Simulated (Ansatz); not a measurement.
# BBrF radical: up Jacob's ladder to CCSD(T)

An exercise on one series of results from a longer session: the logs are not shown, and one member is left open.

Method: functionals in def2-TZVPP, the program's frozen cores in correlated methods; program: Ansatz 0.2.0, Gaussian basis.

Levels to be run: LDA (SPW92), PBE-D4, revPBE-D4, BLYP-D4, r2SCAN-D4, B97M-V, PBE0-D4, B3LYP-D4, r2SCANh-D4, r2SCAN0-D4, HSE06-D4, BHLYP-D4, CAM-B3LYP-D4, LC-ωPBE, ωB97X-V, ωB97M-V, B2PLYP, PBE-QIDH; CCSD(T)/def2-SVP; CCSD(T)/def2-TZVPP; MP2/def2-QZVPP; extrapolation to the limit; RPA on PBE.

## The geometry

All runs share one geometry, relaxed beforehand with PBE0-D4 in a triple-zeta def2 set.

3 atoms, charge 0, spin multiplicity 2.

Atoms are counted from 1 here; the program's logs count them from 0.

Bond lengths: F1–B2 1.297 Å, B2–Br3 1.906 Å. Angles: F1–B2–Br3 122.9°.

Coordinates:

```xyz
3
BBrF
F    -0.34222    1.25498   -0.05898
B     0.39959    0.23613    0.24684
Br   -0.06837   -1.55590   -0.20106
```

The first run:

in.yaml

```yaml
crystal:
  periodic: [false, false, false]
  atoms:
    - {symbol: F, position_ang: [-0.342218, 1.254976, -0.058976]}
    - {symbol: B, position_ang: [0.399592, 0.236125, 0.246840]}
    - {symbol: Br, position_ang: [-0.068374, -1.555902, -0.201064]}
basis:
  gaussian: {orbitals: def2-TZVPP}
magnetization: {spin_polarized: true, initial_magnetization: 1}
hamiltonian: {xc: lda}
output: {orbitals: {seedname: orbitals}}
```

The run is started by

```bash
ansatz run in.yaml --threads 4 --pin off --events-out ev --progress --plain --max-ram 10444MiB
```

Steps of the session up to this table: LDA; PBE-D4 (GGA); revPBE-D4 (GGA); BLYP-D4 (GGA); r2SCAN-D4 (meta-GGA); B97M-V (meta-GGA); PBE0-D4 (hybrid); B3LYP-D4 (hybrid); r2SCANh-D4 (hybrid); r2SCAN0-D4 (hybrid); HSE06-D4 (hybrid); BHLYP-D4 (hybrid); CAM-B3LYP-D4 (range-separated); LC-ωPBE (range-separated); ωB97X-V (range-separated); ωB97M-V (range-separated); B2PLYP (double hybrid); PBE-QIDH (double hybrid).

One of the session's tables, all rows but one given; the rest of the session is left out.

It belongs to the step «Frontier levels by functional». 

```
  functional  HOMO (eV)  LUMO (eV)  gap (eV)
 LDA (SPW92)      -5.37      -3.73      1.65
      PBE-D4          ?          ?         ?
   revPBE-D4      -5.37      -3.06      2.31
     BLYP-D4      -5.21      -3.33      1.88
   r2SCAN-D4      -5.82      -2.56      3.26
      B97M-V      -5.46      -3.32      2.14
     PBE0-D4      -6.74      -2.23      4.51
    B3LYP-D4      -6.44      -2.74      3.70
  r2SCANh-D4      -6.31      -2.27      4.04
  r2SCAN0-D4      -7.05      -1.85      5.19
    HSE06-D4      -6.33      -2.61      3.73
    BHLYP-D4      -7.91      -1.53      6.38
CAM-B3LYP-D4      -8.04      -1.47      6.57
     LC-ωPBE      -9.49       0.10      9.59
     ωB97X-V      -8.95      -0.53      8.42
     ωB97M-V      -8.57      -0.73      7.84
```

Estimate the missing values for PBE-D4.

The run gave: HOMO (eV): -5.39; LUMO (eV): -3.21; gap (eV): 2.19. In the column «HOMO (eV)» it lies between B97M-V (-5.46) and LDA (SPW92) (-5.37).
